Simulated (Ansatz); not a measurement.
**CH7BN2OSi: up Jacob's ladder to CCSD(T)**

One table from this session's results is given with a row withheld; the runs are named, their logs left out.

Program: Ansatz 0.2.0, Gaussian basis. Level of theory: functionals in def2-TZVPP, the program's frozen cores in correlated methods. These are calculated values, not measurements.

Plan: PBE-D4, r2SCAN-D4, PBE0-D4, B3LYP-D4, ωB97X-V, ωB97M-V, B2PLYP; CCSD(T)/def2-TZVPP; MP2/def2-QZVPP; extrapolation to the limit.

### Structure used throughout

The geometry comes from an earlier relaxation with PBE0-D4 in a triple-zeta def2 set; it is a stationary point, not always the lowest conformer.

13 atoms, charge 0, spin multiplicity 1.

Atoms are counted from 1 here; the program's logs count them from 0.

Bond lengths: N1–C2 1.304 Å, N1–H7 1.031 Å, N1–H8 1.007 Å, C2–N3 1.329 Å, C2–B5 1.653 Å, N3–Si4 1.776 Å, N3–H9 1.013 Å, Si4–H10 1.477 Å, Si4–H11 1.477 Å, Si4–H12 1.485 Å, B5–O6 1.272 Å, B5–H13 1.223 Å. Angles: C2–N1–H7 109.9°, C2–N1–H8 126.6°, H7–N1–H8 123.5°, N1–C2–N3 123.8°, N1–C2–B5 110.6°, N3–C2–B5 125.6°, C2–N3–Si4 124.0°, C2–N3–H9 118.3°, Si4–N3–H9 117.7°, N3–Si4–H10 111.1°, N3–Si4–H11 111.1°, N3–Si4–H12 101.9°, H10–Si4–H11 112.0°, H10–Si4–H12 110.2°, H11–Si4–H12 110.2°, C2–B5–O6 113.2°, C2–B5–H13 115.1°, O6–B5–H13 131.7°.

Set-up of the first run:

Input file in.yaml:

```yaml
crystal:
  periodic: [false, false, false]
  atoms:
    - {symbol: N, position_ang: [-1.796428, 0.118420, 0.976346]}
    - {symbol: C, position_ang: [-0.660350, 0.134812, 0.336891]}
    - {symbol: N, position_ang: [0.111697, -0.934731, 0.171974]}
    - {symbol: Si, position_ang: [1.659550, -0.917447, -0.697734]}
    - {symbol: B, position_ang: [-0.332708, 1.654131, -0.225612]}
    - {symbol: O, position_ang: [-1.234204, 2.502986, 0.067656]}
    - {symbol: H, position_ang: [-2.213171, 1.061345, 0.974437]}
    - {symbol: H, position_ang: [-2.226352, -0.678849, 1.415930]}
    - {symbol: H, position_ang: [-0.197853, -1.815871, 0.564883]}
    - {symbol: H, position_ang: [1.467053, -0.556082, -2.117086]}
    - {symbol: H, position_ang: [2.634918, -0.032841, -0.028214]}
    - {symbol: H, position_ang: [2.089663, -2.333715, -0.583436]}
    - {symbol: H, position_ang: [0.718488, 1.763242, -0.841135]}
basis:
  gaussian: {orbitals: def2-TZVPP}
hamiltonian: {xc: pbe, dispersion: d4}
output: {forces: true, orbitals: {seedname: orbitals}}
```

Command:

```
$ ansatz run in.yaml --threads 4 --pin off --events-out ev --progress --plain --max-ram 10444MiB
```

Steps of the session up to this table: PBE-D4 (GGA); r2SCAN-D4 (meta-GGA); PBE0-D4 (hybrid); B3LYP-D4 (hybrid); ωB97X-V (range-separated); ωB97M-V (range-separated); B2PLYP (double hybrid); CCSD(T) in def2-TZVPP; MP2 in def2-QZVPP.

One of the session's tables, all rows but one given; the rest of the session is left out.

```
            method  atomisation energy (eV)
            PBE-D4                   51.736
         r2SCAN-D4                   50.451
           PBE0-D4                   50.433
          B3LYP-D4                   50.688
           ωB97X-V                   50.636
           ωB97M-V                   50.679
            B2PLYP                   49.975
     HF/def2-TZVPP                   35.027
    MP2/def2-TZVPP                        ?
   CCSD/def2-TZVPP                   47.800
CCSD(T)/def2-TZVPP                   48.695
           MP2/CBS                   51.187
       CCSD(T)/CBS                   50.214
```

Estimate the missing values for MP2/def2-TZVPP.

**Answer.** atomisation energy (eV): 49.668. In the column «atomisation energy (eV)» it lies between CCSD(T)/def2-TZVPP (48.695) and B2PLYP (49.975).

To keep in mind: Free atoms (2 N, 1 C, 1 Si, 1 B, 1 O, 7 H) were run apart at each level; the atomisation energy is their sum less the molecule, without zero-point or spin-orbit terms.
